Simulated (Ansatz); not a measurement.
# TlIr: the cost of one run

Method: DFT PBEsol, scalar-relativistic, plane waves, PAW, in Ansatz 0.2.0.

## 1. The structure to begin with

The structure is hexagonal, space group P-6m2 (No. 187). Conventional cell: a = 3.042 Å, b = 3.042 Å, c = 2.703 Å, α = 90.00°, β = 90.00°, γ = 120.00°. Around B (site symmetry -6m2) lie 6 Ir at 2.22 Å. Ir (site symmetry -6m2) is surrounded by 6 B at 2.22 Å.

Coordinates:

```cif
data_structure
_symmetry_space_group_name_H-M 'P 1'
_symmetry_Int_Tables_number 1
_cell_length_a 3.0421
_cell_length_b 3.0421
_cell_length_c 2.7030
_cell_angle_alpha 90.000
_cell_angle_beta 90.000
_cell_angle_gamma 120.000
_cell_volume 21.66
loop_
_atom_site_label
_atom_site_type_symbol
_atom_site_fract_x
_atom_site_fract_y
_atom_site_fract_z
_atom_site_occupancy
B1 B 0.33333 0.66667 0.50000 1
Ir1 Ir 0.00000 0.00000 0.00000 1
```

The structure comes from the Materials Project (structure only).

## 2. One element swapped, cell strained: B → Tl, first probe

What differs from the listed cell: Tl takes all sites of B, and lengths are scaled by 1.163 as a first guess of the size; strain xx, yy, zz, yz, xz, xy = -0.7, -0.7, -6.7, +0.0, +0.0, +0.0 %.

The input, input.yaml:

```yaml
crystal:
  lattice:
    - [3.5109256517, 0.0, 0.0]
    - [-1.7554628259, 3.0405508051, 0.0]
    - [0.0, 0.0, 2.9309665107]
  atoms:
    - { symbol: Tl, position: [0.33333333, 0.66666667, 0.5] }
    - { symbol: Ir, position: [0.0, 0.0, 0.0] }
basis:
  ecutwfc: 420
kpoints:
  mp_grid: { grid: [6, 6, 6] }
hamiltonian:
  xc: pbesol
scf:
  occupations: { method: gaussian, width: 0.1 }
output:
  forces: true
  stress: true
  eigenvalues: true
```

Started as:

```
$ ansatz run input.yaml --threads 1 --pin off --max-ram 1331MiB --backend cpu --events-out ev --progress --plain --runs-dir out
```

Q: Estimate wall time and peak memory on 1 thread of an Arm CPU, shared host.

About 3.2 s, with a peak of 0.35 GiB.
